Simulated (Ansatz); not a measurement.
Runs of Ansatz 0.2.0 on Ni2SbTe. It takes space group P-6m2 (No. 187, hexagonal). The conventional cell has a = 3.966 Å, b = 3.966 Å, c = 5.203 Å, α = 90.00°, β = 90.00°, γ = 120.00°. Te (site symmetry -6m2) has 6 Ni at 2.64 Å as nearest neighbours. Sb (site symmetry -6m2) is surrounded by 6 Ni at 2.63 Å. Ni (site symmetry 3m) has 2 Ni at 2.57 to 2.63 Å and 3 Sb at 2.63 Å and 3 Te at 2.64 Å as nearest neighbours. The cell comes from a database or a generator and needn't be the stable form of this composition.

| fixed moment (μB) | pressure (GPa) | moment (μB) | largest force (eV/Å) |
| --- | --- | --- | --- |
| 1.5 | (a) | 1.50 | 0.08 |
| 3.0 | 9.0 | 3.00 | 0.06 |
| 2.0 | 5.4 | 2.00 | 0.06 |
| 0.5 | 3.1 | 0.50 | 0.02 |
| 2.5 | 7.0 | 2.50 | (b) |

Alike in all rows: task single point; level PBE; potentials or basis Ansatz PAW; spin collinear, ferromagnetic start; cell as given; k mesh 7 × 7 × 5; cutoff (eV) 420; smearing fermi-dirac 0.05 eV.

Q: Estimate the missing entries.

A: (a) 4.4; (b) 0.07.

Caveats: the total moment is fixed, so each spin has its own Fermi level; the thresholds are loose for stress.
